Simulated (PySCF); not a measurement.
**C₃H₆OSi: electronic excitations and core binding energies**

Aim: predict the electronic excitations and core binding energies of C₃H₆OSi (`O[Si@@H]1C=CC1`).

Computed with PySCF 2.14.0, with density-fitted response routines of our own, on a single molecule in the gas phase. Atoms are numbered from 0 throughout.

## (1) The molecule as given

11 atoms, charge 0, multiplicity 1; geometry from: GFN2-xTB.

Bonds of the start (Å): O0–Si1 1.63, Si1–C2 1.89, C2–C3 1.34, C3–C4 1.51, C4–Si1 1.93, O0–H5 0.95, Si1–H6 1.45, C2–H7 1.08, C3–H8 1.08, C4–H9 1.09, C4–H10 1.09.

## (2) TDDFT and polarisability: CAM-B3LYP/def2-SVPD

What the job is given:

```
{"job": {"kind": "uv", "xc": "CAM-B3LYP", "basis": "def2-SVPD", "nstates": 8, "ntriplets": 3}, "charge": 0, "multiplicity": 1}
O      2.183067    -0.765351     0.237953
Si     0.786842    -0.480642    -0.548590
C     -0.013789     1.235157    -0.517908
C     -1.101492     0.824306     0.138191
C     -0.893513    -0.646010     0.388395
H      2.353298    -0.407683     1.105628
H      1.005748    -1.215739    -1.780388
H      0.185903     2.233314    -0.876018
H     -1.969841     1.388618     0.444803
H     -0.864890    -0.899298     1.448886
H     -1.665907    -1.264001    -0.066917
```

Method: TDDFT CAM-B3LYP/def2-SVPD, vertical, gas phase, core orbitals frozen in the response.

Run with:

```
> OMP_NUM_THREADS=1 python probes_run.py task.json out
```

This one command runs all jobs of the session in turn.

What it wrote:

```text
coarse grid: 9688 points
cycle   1  E = -482.1562572363  dE =  7.181e-01  |g| = 6.901e-01  |ddm| = 4.658e+00
cycle   2  E = -482.1135429352  dE =  4.271e-02  |g| = 8.667e-01  |ddm| = 1.489e+00
cycle   3  E = -482.2524316138  dE = -1.389e-01  |g| = 7.878e-02  |ddm| = 7.519e-01
cycle   4  E = -482.2536580854  dE = -1.226e-03  |g| = 3.140e-02  |ddm| = 1.400e-01
cycle   5  E = -482.2539204434  dE = -2.624e-04  |g| = 4.490e-03  |ddm| = 5.429e-02
cycle   6  E = -482.2539256672  dE = -5.224e-06  |g| = 9.759e-04  |ddm| = 1.020e-02
final grid: 88992 points
cycle   7  E = -482.3335562613  dE = -2.045e-05  |g| = 2.723e-03  |ddm| = 5.117e-02
cycle   8  E = -482.3335564400  dE = -1.787e-07  |g| = 2.727e-03  |ddm| = 9.370e-03
cycle   9  E = -482.3335583151  dE = -1.875e-06  |g| = 3.195e-04  |ddm| = 3.433e-03
cycle  10  E = -482.3335583325  dE = -1.737e-08  |g| = 1.602e-04  |ddm| = 4.971e-04
cycle  11  E = -482.3335583383  dE = -5.791e-09  |g| = 2.549e-05  |ddm| = 2.801e-04
cycle  12  E = -482.3335583385  dE = -2.146e-10  |g| = 6.588e-06  |ddm| = 7.247e-05
converged SCF energy = -482.3335583385

Static polarisability (au): isotropic 60.800, principal 50.716 60.665 71.018

Singlet excitations
state   eV       nm        f      main configurations
  1   6.1241    202.5   0.00159   H-1->L 0.70, H-1->L+1 0.11, H->L 0.10
  2   6.5654    188.8   0.05950   H->L 0.55, H-2->L 0.29
  3   6.7086    184.8   0.04961   H-2->L 0.48, H->L 0.24, H-1->L 0.11
  4   7.3606    168.4   0.03155   H->L+1 0.66, H->L+3 0.14
  5   7.4888    165.6   0.01645   H-1->L+1 0.62, H-1->L 0.12, H->L+3 0.09
  6   7.6388    162.3   0.01129   H->L+2 0.85
  7   7.8619    157.7   0.00654   H->L+3 0.59, H->L+1 0.10
  8   7.9318    156.3   0.11534   H-1->L+2 0.74

Triplet excitations (Tamm-Dancoff, eV): 4.2941 5.7172 6.3335
```

It took 24 s on 1 thread of Arm Neoverse V1, shared host; peak memory 0.68 GiB.

The orbitals next to the gap, with their largest atomic shares:

```tsv
orbital	eV	atoms
HOMO−3	-11.60	O0 43 %, C4 13 %, C3 12 %
HOMO−2	-9.75	Si1 19 %, C2 15 %, C3 15 %
HOMO−1	-9.31	C4 29 %, C2 21 %, Si1 19 %
HOMO	-8.96	C2 36 %, C3 31 %, C4 12 %
LUMO	0.62	C3 22 %, Si1 19 %, O0 18 %
LUMO+1	1.32	Si1 25 %, C3 18 %, C2 17 %
LUMO+2	1.69	C4 16 %, Si1 15 %, O0 12 %
```

With each of the 8 states as a Gaussian band of 0.4 eV half-width at 1/e, the curve within the window shown has maxima at 187 nm (ε 4,300), 158 nm (ε 5,700) L/(mol cm). Beyond the last state computed it falls off for lack of states. The curve at chosen wavelengths:

nm, ε (L/mol/cm) and a bar:
```
      151       2857 ###############
      154       4615 #########################
      157       5603 ##############################
      160       5474 #############################
      163       4663 #########################
      166       3737 ####################
      169       2973 ################
      171       2612 ##############
      174       2387 #############
      177       2616 ##############
      180       3217 #################
      183       3898 #####################
      186       4311 #######################
      189       4249 #######################
      192       3727 ####################
      195       2932 ################
      198       2091 ###########
      201       1367 #######
      204        830 ####
      206        575 ###
      209        318 ##
      212        170 #
      215         89 
      218         46 
      221         23 
      224         12
```

Leading natural transition orbitals of singlet state 8: the hole lies on C4 31 %; C2 20 %; Si1 16 %; the particle on H6, H10 about 22 % each; H9 14 %; Si1 12 %.

Leading natural transition orbitals of singlet state 1: the hole lies on C2, C4 about 26 % each; Si1 15 %; H7 10 %; the particle on C3 31 %; C2 23 %; H8 9 %.

Ground-state properties from the same run:

```tsv
property	computed
dipole moment (D)	1.47
polarisability (Å³)	9.01
HOMO–LUMO gap (eV)	9.58
−ε(HOMO) (eV)	8.96
```

The fields below are evaluated on a grid from the run's orbitals.

Frontier orbitals at CAM-B3LYP/def2-SVPD, with the share of their density that lies nearest to each atom:

```tsv
orbital	energy (eV)	lies on
HOMO	-8.96	C2 39 %; C3 30 %; H10 8 %
LUMO	0.62	H5 27 %; C3 19 %; C2 13 %
```

ELF in a plane through or near 6 of the atoms.

Values, 10 rows by 14 columns:
```
0.00 0.00 0.00 0.00 0.00 0.00 0.00 0.00 0.00 0.00 0.00 0.00 0.00 0.00
0.00 0.00 0.00 0.00 0.00 0.00 0.00 0.02 0.03 0.00 0.00 0.00 0.00 0.00
0.00 0.00 0.00 0.00 0.00 0.00 0.10 0.95 0.99 0.72 0.01 0.00 0.00 0.00
0.00 0.00 0.01 0.09 0.04 0.07 0.47 0.79 0.90 0.19 0.01 0.01 0.00 0.00
0.00 0.01 0.47 0.81 0.78 0.35 0.82 0.65 0.89 0.52 0.96 0.95 0.08 0.00
0.00 0.03 0.61 0.90 0.77 0.36 0.22 0.47 0.86 0.57 0.92 0.91 0.08 0.00
0.00 0.00 0.17 0.57 0.43 0.13 0.66 0.51 0.29 0.33 0.03 0.01 0.00 0.00
0.00 0.00 0.00 0.00 0.00 0.01 0.07 0.32 0.31 0.13 0.03 0.00 0.00 0.00
0.00 0.00 0.00 0.00 0.00 0.00 0.00 0.01 0.02 0.01 0.00 0.00 0.00 0.00
0.00 0.00 0.00 0.00 0.00 0.00 0.00 0.00 0.00 0.00 0.00 0.00 0.00 0.00
```
The map spans 10.0 Å across and 9.8 Å up, centred on the molecule. Atoms in the plane (x, y in Å): O0 (-2.3, 0.0), C2 (0.5, 1.2), C3 (1.3, 0.3), C4 (0.6, -1.0), H7 (0.7, 2.3), H8 (2.4, 0.3).

On the surface of density 0.002 e/bohr³ the electrostatic potential runs, from the 1st to the 99th percentile, from -1.25 V near O0 to 2.33 V near H5.

## (3) X-ray photoelectron lines: SCAN, X2C

The job, as its differences from that of step 2:

```diff
@@ -1,2 +1,2 @@
-{"job": {"kind": "uv", "xc": "CAM-B3LYP", "basis": "def2-SVPD", "nstates": 8, "ntriplets": 3}, "charge": 0, "multiplicity": 1}
+{"job": {"kind": "xps"}, "charge": 0, "multiplicity": 1}
 O      2.183067    -0.765351     0.237953
```

Method: delta-SCF UKS SCAN, pcX-2 on the ionised atom, pcseg-1 elsewhere, spin-free X2C.

What it wrote:

```text
ground state, core basis on atom 0 (O), 135 functions
  cycle   1  E = -483.02926654  |g| = 9.17e-01
  cycle   2  E = -482.69584314  |g| = 1.59e+00
  cycle   3  E = -483.18125027  |g| = 2.30e-01
  cycle   4  E = -483.19267824  |g| = 6.77e-02
  cycle   5  E = -483.19389820  |g| = 1.41e-02
  cycle   6  E = -483.19392465  |g| = 8.93e-03
  cycle   7  E = -483.19393643  |g| = 5.86e-03
  cycle   8  E = -483.19394651  |g| = 5.50e-04
  cycle   9  E = -483.19394560  |g| = 1.17e-04
  E(ground) = -483.23179854 Eh
hole in O 1s of atom 0
  cycle   1  E = -462.58777034  |g| = 2.22e+00
  cycle   2  E = -460.48293600  |g| = 2.59e+00
  cycle   3  E = -463.00908339  |g| = 8.27e-01
  cycle   4  E = -463.32227196  |g| = 3.68e-01
  cycle   5  E = -463.39471157  |g| = 1.05e-01
  cycle   6  E = -463.39911196  |g| = 4.99e-02
  cycle   7  E = -463.40031896  |g| = 2.15e-02
  cycle   8  E = -463.40057737  |g| = 3.53e-03
  cycle   9  E = -463.40058377  |g| = 1.04e-03
  cycle  10  E = -463.40058510  |g| = 5.40e-04
  cycle  11  E = -463.40058428  |g| = 2.41e-04
  E(ion) = -463.43955522 Eh   <S^2> = 0.7614   hole on atom = 1.000   binding energy = 538.574 eV
ground state, core basis on atom 1 (Si), 146 functions
  cycle   1  E = -483.26533630  |g| = 2.98e-01
  cycle   2  E = -483.26323713  |g| = 1.37e-01
  cycle   3  E = -483.26165496  |g| = 1.60e-01
  cycle   4  E = -483.26645555  |g| = 1.60e-02
  cycle   5  E = -483.26649650  |g| = 3.50e-03
  cycle   6  E = -483.26649958  |g| = 1.17e-03
  cycle   7  E = -483.26649938  |g| = 3.31e-04
  E(ground) = -483.26545336 Eh
hole in Si 1s of atom 1
  cycle   1  E = -414.33163266  |g| = 4.35e+00
  cycle   2  E = -414.30456883  |g| = 2.21e+00
  cycle   3  E = -414.84720521  |g| = 9.48e-01
  cycle   4  E = -415.29294931  |g| = 4.06e-01
  cycle   5  E = -415.35945470  |g| = 2.17e-01
  cycle   6  E = -415.38488249  |g| = 4.91e-02
  cycle   7  E = -415.38586758  |g| = 2.28e-02
  cycle   8  E = -415.38608843  |g| = 7.38e-03
  cycle   9  E = -415.38610459  |g| = 5.20e-03
  cycle  10  E = -415.38611730  |g| = 4.57e-04
  E(ion) = -415.39250836 Eh   <S^2> = 0.7522   hole on atom = 1.000   binding energy = 1846.917 eV
hole in Si 2p of atom 1
  cycle   1  E = -478.99353515  |g| = 1.24e+00
  cycle   2  E = -478.75897162  |g| = 1.21e+00
  cycle   3  E = -479.22055155  |g| = 3.99e-01
  cycle   4  E = -479.30040517  |g| = 1.64e-01
  cycle   5  E = -479.31155116  |g| = 7.85e-02
  cycle   6  E = -479.31477925  |g| = 2.40e-02
  cycle   7  E = -479.31508539  |g| = 4.15e-03
  cycle   8  E = -479.31508885  |g| = 2.64e-03
  cycle   9  E = -479.31509221  |g| = 9.11e-04
  cycle  10  E = -479.31509194  |g| = 1.71e-04
  E(ion) = -479.32417447 Eh   <S^2> = 0.7514   hole on atom = 1.003   binding energy = 107.248 eV
  2p3/2 = 107.008 eV   2p1/2 = 107.633 eV
ground state, core basis on atom 2 (C), 135 functions
  cycle   1  E = -483.16307266  |g| = 6.47e-02
  cycle   2  E = -483.16285157  |g| = 4.57e-02
  cycle   3  E = -483.16303258  |g| = 3.64e-02
  cycle   4  E = -483.16333548  |g| = 1.04e-02
  cycle   5  E = -483.16336769  |g| = 1.72e-03
  cycle   6  E = -483.16336895  |g| = 4.61e-04
  E(ground) = -483.20437740 Eh
hole in C 1s of atom 2
  cycle   1  E = -471.93557834  |g| = 1.51e+00
  cycle   2  E = -470.98633358  |g| = 1.96e+00
  cycle   3  E = -472.41281553  |g| = 4.78e-01
  cycle   4  E = -472.48258652  |g| = 2.87e-01
  cycle   5  E = -472.51963298  |g| = 7.59e-02
  cycle   6  E = -472.52186138  |g| = 2.64e-02
  cycle   7  E = -472.52214988  |g| = 1.21e-02
  cycle   8  E = -472.52223048  |g| = 4.76e-03
  cycle   9  E = -472.52224613  |g| = 2.33e-03
  cycle  10  E = -472.52225449  |g| = 1.26e-03
  cycle  11  E = -472.52225722  |g| = 3.84e-04
  E(ion) = -472.56210368 Eh   <S^2> = 0.7881   hole on atom = 1.000   binding energy = 289.591 eV
ground state, core basis on atom 3 (C), 135 functions
  cycle   1  E = -483.16286610  |g| = 6.16e-02
  cycle   2  E = -483.16213214  |g| = 5.92e-02
  cycle   3  E = -483.16262971  |g| = 4.02e-02
  cycle   4  E = -483.16306203  |g| = 5.21e-03
  cycle   5  E = -483.16306958  |g| = 6.62e-04
  cycle   6  E = -483.16306899  |g| = 3.13e-04
  E(ground) = -483.20408767 Eh
hole in C 1s of atom 3
  cycle   1  E = -471.90265111  |g| = 1.51e+00
  cycle   2  E = -469.94112172  |g| = 2.37e+00
  cycle   3  E = -472.19585278  |g| = 7.93e-01
  cycle   4  E = -472.41009323  |g| = 4.28e-01
  cycle   5  E = -472.47221334  |g| = 1.66e-01
  cycle   6  E = -472.48394477  |g| = 4.98e-02
  cycle   7  E = -472.48530865  |g| = 1.52e-02
  cycle   8  E = -472.48549477  |g| = 7.22e-03
  cycle   9  E = -472.48557370  |g| = 4.28e-03
  cycle  10  E = -472.48562495  |g| = 3.21e-03
  cycle  11  E = -472.48565628  |g| = 2.02e-03
  cycle  12  E = -472.48566885  |g| = 1.03e-03
  cycle  13  E = -472.48567210  |g| = 3.84e-04
  E(ion) = -472.52548649 Eh   <S^2> = 0.8242   hole on atom = 1.000   binding energy = 290.580 eV
ground state, core basis on atom 4 (C), 135 functions
  cycle   1  E = -483.16202983  |g| = 5.99e-02
  cycle   2  E = -483.16174053  |g| = 4.04e-02
  cycle   3  E = -483.16178702  |g| = 3.73e-02
  cycle   4  E = -483.16214833  |g| = 9.10e-03
  cycle   5  E = -483.16217110  |g| = 5.50e-04
  cycle   6  E = -483.16217135  |g| = 1.93e-04
  E(ground) = -483.20290571 Eh
hole in C 1s of atom 4
  cycle   1  E = -471.93246303  |g| = 1.51e+00
  cycle   2  E = -471.14824292  |g| = 1.89e+00
  cycle   3  E = -472.42265706  |g| = 4.33e-01
  cycle   4  E = -472.44570734  |g| = 3.52e-01
  cycle   5  E = -472.50643179  |g| = 6.56e-02
  cycle   6  E = -472.50809935  |g| = 2.81e-02
  cycle   7  E = -472.50845796  |g| = 1.04e-02
  cycle   8  E = -472.50849339  |g| = 6.07e-03
  cycle   9  E = -472.50851532  |g| = 1.44e-03
  cycle  10  E = -472.50852025  |g| = 1.01e-03
  cycle  11  E = -472.50852465  |g| = 7.83e-04
  cycle  12  E = -472.50852751  |g| = 6.55e-04
  cycle  13  E = -472.50853196  |g| = 4.36e-04
  E(ion) = -472.54800783 Eh   <S^2> = 0.7700   hole on atom = 1.000   binding energy = 289.935 eV
```

It took 46 s on 1 thread of Arm Neoverse V1, shared host; peak memory 0.45 GiB.

The holes in one table. −ε is the ground-state orbital energy:

```tsv
hole	stands for	environment	ΔSCF (eV; 2p as the shell's mean)	−ε (eV)	⟨S²⟩
O1s on O0	O0	oxygen bonded to Si, H	538.57	516.7	0.761
Si1s on Si1	Si1	silicon bonded to 2 C, O, H, in a 4-membered ring	1846.92	1793.6	0.752
Si2p on Si1	Si1	silicon bonded to 2 C, O, H, in a 4-membered ring	107.22	96.3	0.751
C1s on C2	C2	alkene CH	289.59	273.2	0.788
C1s on C3	C3	alkene CH	290.58	274.1	0.824
C1s on C4	C4	allylic sp3 CH2 bonded to Si	289.93	273.2	0.770
```

With the spin-orbit splitting: Si1 2p3/2 107.01, 2p1/2 107.63 eV. The table gives each 2p level as the mean over the whole 2p shell (two parts 2p3/2, one part 2p1/2), which differs a little from the single hole in the log.

## (4) Summary of results

```
                                quantity                               value
    lowest singlet (CAM-B3LYP/def2-SVPD)         6.12 eV (202 nm), f = 0.002
brightest single state of those computed         state 8, 7.93 eV, f = 0.115
                          lowest triplet                             4.29 eV
   surface potential, 1st and 99th percentile                  -1.25 V and 2.33 V
        C1s binding energies, SCAN/pcX-2  C3 290.58, C4 289.93, C2 289.59 eV
        O1s binding energies, SCAN/pcX-2                        O0 538.57 eV
       Si1s binding energies, SCAN/pcX-2                      Si1 1846.92 eV
       Si2p binding energies, SCAN/pcX-2                       Si1 107.22 eV
```

In words: The lowest singlet, at 6.12 eV, is HOMO−1→LUMO 0.70, HOMO−1→LUMO+1 0.11 and is weak; of the 8 states computed, the strongest absorption comes from state 8 at 7.93 eV (the last computed, so partners may be missing). The lowest triplet lies 1.83 eV below the lowest singlet (triplets in Tamm-Dancoff, singlets in full TDDFT). C3 (alkene CH) binds its C1s electron 0.99 eV more tightly than C2 (alkene CH).
